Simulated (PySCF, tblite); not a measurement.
# C₁₂H₈: geometry, infrared bands and NMR shifts

Aim: predict the infrared bands and NMR shifts of C₁₂H₈ (`C#Cc1ccc2cccccc1-2`).

The runs use tblite 0.8.0 and PySCF 2.14.0, with density-fitted response routines of our own; the level of theory stands in each step. All values are computed, except where a source is named. Atoms count from 0, in the outputs and in this text.

**1. The molecule as given**

20 atoms, charge 0, multiplicity 1; geometry from: force field or distance geometry start.

Bonds of the start (Å): C0–C1 1.21, C1–C2 1.42, C2–C3 1.39, C3–C4 1.38, C4–C5 1.38, C5–C6 1.38, C6–C7 1.39, C7–C8 1.39, C8–C9 1.38, C9–C10 1.40, C10–C11 1.39, C11–C2 1.39, C11–C5 1.46, C0–H12 1.07, C3–H13 1.10, C4–H14 1.09, C6–H15 1.07, C7–H16 1.09, C8–H17 1.10, C9–H18 1.08, C10–H19 1.06.

**2. Optimising the geometry with GFN2-xTB**

Job settings and geometry (Å):

```
{"job": {"kind": "relax", "xc": "GFN2-xTB", "basis": "xTB"}, "charge": 0, "multiplicity": 1}
C      3.359300    -2.232800    -0.159900
C      2.613200    -1.276500    -0.204200
C      1.761100    -0.135100    -0.215400
C      2.103800     1.203100    -0.358500
C      0.977600     1.991900    -0.319500
C     -0.125900     1.172100    -0.181300
C     -1.429100     1.610900    -0.116800
C     -2.472900     0.918300     0.493400
C     -2.599900    -0.458100     0.581000
C     -1.764000    -1.461900     0.143900
C     -0.376200    -1.363700     0.038300
C      0.373700    -0.202200    -0.107000
H      4.017400    -3.070300    -0.123300
H      3.122800     1.600400    -0.461800
H      0.887600     3.078400    -0.402900
H     -1.660600     2.559100    -0.550200
H     -3.255100     1.546600     0.921900
H     -3.517700    -0.810900     1.078700
H     -2.207000    -2.397500    -0.146000
H      0.186800    -2.261300     0.086600
```

On the command line:

```
$ OMP_NUM_THREADS=1 python probes_run.py task.json out
```

One launch serves the whole session: the jobs run in the order shown.

**Question.** This job is followed by: GFN2-xTB harmonic vibrations, gas phase; GIAO PBE0/pcSseg-1 NMR shielding, non-relativistic, gas phase. What will the session give for the following? strongest single infrared mode (GFN2-xTB); zero-point energy (GFN2-xTB); 13C shifts against TMS (PBE0/pcSseg-1); 1H shifts against TMS (PBE0/pcSseg-1).

**Answer**, as computed:

| quantity | value |
| --- | --- |
| strongest single infrared mode (GFN2-xTB) | 1588 cm⁻¹, 109 km/mol |
| zero-point energy (GFN2-xTB) | 94.1 kcal/mol |
| 13C shifts against TMS (PBE0/pcSseg-1) | 149.2, 147.6, 146.2, 145.2, 144.6, 144.6, 129.5, 129.0, 122.1, 114.4, 91.3, 84.8 ppm |
| 1H shifts against TMS (PBE0/pcSseg-1) | 9.13, 8.64, 8.52, 8.16, 7.69, 7.64, 7.60, 3.25 ppm |

What this shows: Relaxing lowered the energy by 0.702 eV in 84 steps; the close pair that moved most is C10–H19, from 1.061 to 1.085 Å. All 54 modes are real, so the xTB geometry is a minimum. The strongest single mode, at 1588 cm⁻¹, is carried by C10, C11, C6, C7. Unscaled tight-binding wavenumbers are off by several per cent, some by more. Its intensities can rank the bands wrongly. At PBE0/pcSseg-1: The widest tensor belongs to C1: span 295 ppm, with a paramagnetic part of -141 ppm. NICS(1)zz of -47 ppm above the planar ring from C2 marks a diatropic (aromatic) ring current. NICS(1)zz of -20 ppm above the planar ring from C5 marks a diatropic (aromatic) ring current.
